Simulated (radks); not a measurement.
# Filling a parabolic well with ω = 0.0717 hartree*, with a point charge of +2 at the centre: electrons 10 to 12

Aim: add electrons one at a time to a parabolic well with ω = 0.0717 hartree*, with a point charge of +2 at the centre, try the lowest free levels for each, keep the configuration of least energy, and see where shells close.

Program: radks, version 2. Model: non-relativistic spin-polarised Kohn-Sham, LDA (Slater exchange, Perdew-Wang correlation), spherically averaged shells. All values are calculated.

## (1) What is given

- well: a parabolic well with ω = 0.0717 hartree*, with a point charge of +2 at the centre
- functional: LDA (Slater exchange, Perdew-Wang correlation)
- levels: named by radial order: 1s, 1p, 1d, 2s, 1f and so on
- units: effective atomic units, hartree* and bohr*
- configuration carried in: 1s2 1p(up 3, down 2) 2s2 (N = 9, energy 0.739119)

Further steps of the session: 10 electrons; Electron number 11; Electron number 12.

Q: Predict the outcome of this session. Wanted: closed shells at N; largest addition energy; most unpaired electrons; polarisability at N = 10; configuration at N = 12.

As calculated:

| quantity | value |
| --- | --- |
| closed shells at N | 10 |
| largest addition energy | 0.111 hartree* at N = 10 (of N = 10 to 11) |
| most unpaired electrons | 2 at N = 12 |
| polarisability at N = 10 | 1517 bohr*³ |
| configuration at N = 12 | 1s2 1p6 1d(up 2, down 0) 2s2 |

In words: Shells close at N = 10, and the second difference peaks there. The largest moment in range is 2, first at N = 12: exchange favours parallel spins in open shells. Spherical averaging forbids deformation, and the greedy search can miss a lower configuration.
